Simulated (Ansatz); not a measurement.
## HPbNO4: band structure with revPBE

Crystal: HPbNO4.

```
H Pb N O
1.0
     4.20407    0.00000    0.00000
     2.02172    3.83952    0.00000
     2.04686    1.27900    6.28132
H Pb N O
1 1 1 4
Cartesian
  6.4119 3.4218 3.9444
  4.2925 4.6959 5.5497
  2.2802 1.4940 1.8951
  6.4140 3.5006 4.9249
  2.3104 1.0037 0.7095
  2.3185 0.7238 2.8804
  2.2113 2.7408 2.0273
```

The cell was built by a generator and needn't be a form met in nature.

| Quantity | Value |
| --- | --- |
| Program | Ansatz 0.2.0 |
| Task | band structure |
| Functional | revPBE |
| Potentials or basis | Ansatz PAW |
| Cutoff | 420 eV (not typed: the program's choice for these potentials) |
| k mesh | 7 × 7 × 5 |
| Occupations | fermi-dirac, width 0.05 eV |
| Spin | no spin polarisation |
| Path | [["X", "G", "Y"], ["L", "G", "Z"], ["N", "G", "M"], ["R", "G"]] |
| Points for each segment of the path | 10 |

```yaml
Pressure: 2.1 GPa
Largest_force: 0.181 eV/Å
Band_gap_on_the_k_mesh: 2.86 eV, indirect (least direct gap 2.89 eV)
Band_gap_along_the_path: 3.09 eV, direct
```

Forces on the atoms (eV/Å):
```
H    0.001  0.014  0.111
Pb   0.001  0.021  0.000
N   -0.002  0.005  0.000
O   -0.002 -0.021 -0.102
O    0.007 -0.077 -0.160
O    0.008 -0.119  0.136
O   -0.013  0.176  0.014
```

Stress tensor (GPa, compression positive):
```
 1.62 -0.02  0.01
-0.02  2.32  0.01
 0.01  0.01  2.28
```

Levels at the corners of the path, in eV from the valence-band top:
| point | band 18 | band 19 | band 20 | band 21 | band 22 | band 23 | band 24 | band 25 | band 26 | band 27 |
| --- | --- | --- | --- | --- | --- | --- | --- | --- | --- | --- |
| X | -1.91 | -1.46 | -1.40 | -1.20 | -0.81 | 3.59 | 4.01 | 5.63 | 6.44 | 7.86 |
| Γ | -1.95 | -1.94 | -1.47 | -1.27 | -0.64 | 3.69 | 4.53 | 5.64 | 6.38 | 6.63 |
| Y | -2.19 | -1.81 | -1.39 | -0.59 | -0.13 | 3.25 | 4.70 | 5.63 | 6.69 | 8.50 |
| L | -1.91 | -1.83 | -1.53 | -0.48 | -0.17 | 3.38 | 4.27 | 5.50 | 6.68 | 8.71 |
| Γ | -1.95 | -1.94 | -1.47 | -1.27 | -0.64 | 3.69 | 4.53 | 5.64 | 6.38 | 6.63 |
| Z | -2.19 | -1.45 | -1.31 | -0.55 | 0.00 | 3.09 | 4.25 | 5.35 | 7.16 | 8.22 |
| N | -2.13 | -1.80 | -1.36 | -0.34 | -0.11 | 3.12 | 4.05 | 5.73 | 7.22 | 7.44 |
| Γ | -1.95 | -1.94 | -1.47 | -1.27 | -0.64 | 3.69 | 4.53 | 5.64 | 6.38 | 6.63 |
| M | -1.92 | -1.73 | -1.56 | -0.52 | -0.21 | 3.34 | 4.29 | 5.60 | 6.57 | 8.72 |
| R | -2.14 | -1.74 | -1.46 | -0.65 | -0.15 | 3.18 | 4.77 | 5.72 | 6.58 | 8.50 |
| Γ | -1.95 | -1.94 | -1.47 | -1.27 | -0.64 | 3.69 | 4.53 | 5.64 | 6.38 | 6.63 |

Wall time 11 s on 8 threads of Arm Neoverse V1 (shared host), peak memory 0.76 GiB.

Caveat: the pressure holds a Pulay correction of +0.6 GPa for the finite cutoff; spin-orbit coupling is left out, which as a rule narrows the gap of such compounds by several tenths of an eV; the PAW data sets come from PBE, with cores solved anew for the run's functional, which leaves a small shift of forces and pressure.
